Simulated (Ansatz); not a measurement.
# S (fcc type): a single-point run

Wanted: a converged single-point run for S (fcc type), and a check of what comes out.

Computed with Ansatz 0.2.0 (Kohn-Sham DFT, with the functional, basis and potentials that each input names, unless a step's input says otherwise).

1 further run of the same task is left out (it didn't finish). Runs told in other sessions of the task aren't counted.

## 1. The starting structure

Symmetry: Fm-3m, No. 225, cubic system. The conventional cell has a = 3.552 Å, b = 3.552 Å, c = 3.552 Å, α = 90.00°, β = 90.00°, γ = 90.00°. Around S (site symmetry m-3m) lie 12 S at 2.51 Å.

Structure file:

```xyz
1
Lattice="0.0000 1.7758 1.7758 1.7758 0.0000 1.7758 1.7758 1.7758 0.0000" Properties=species:S:1:pos:R:3 pbc="T T T"
S     0.0000    0.0000    0.0000
```

## 2. The run

Input file input.yaml:

```yaml
crystal:
  lattice:
    - [0.0, 1.7758123202, 1.7758123202]
    - [1.7758123202, 0.0, 1.7758123202]
    - [1.7758123202, 1.7758123202, 0.0]
  atoms:
    - { symbol: S, position: [0.0, 0.0, 0.0] }
kpoints:
  mp_grid: { grid: [18, 18, 18] }
scf:
  occupations: { method: fermi_dirac, width: 0.08 }
  max_iter: 50
hamiltonian:
  xc: b3-lyp
  pseudopotentials: { kind: all_electron, lapw: { basis_error: 0.001 } }
output:
  forces: true
  stress: true
  eigenvalues: true
  populations: true
```

The run is started by

```
> ansatz run input.yaml --threads 1 --pin off --max-ram 2048MiB --backend cpu --events-out ev --progress --plain --runs-dir out
```

What happens when this is run?

The run ended at the input check. The line that matters: «line 14 column 7: hamiltonian.xc: unknown variant `b3-lyp`, expected one of `lda`, `lda-pw`, `pw92`, `pbe`, `pbesol`, `rpbe`, `revpbe`, `blyp`, ...»

The suspect setting: hamiltonian.xc is b3-lyp. No functional of that name is defined in this program.

Remedy: set hamiltonian.xc to pbesol. Any name on the list would pass the check; a listed functional of a like name need not be the same functional.
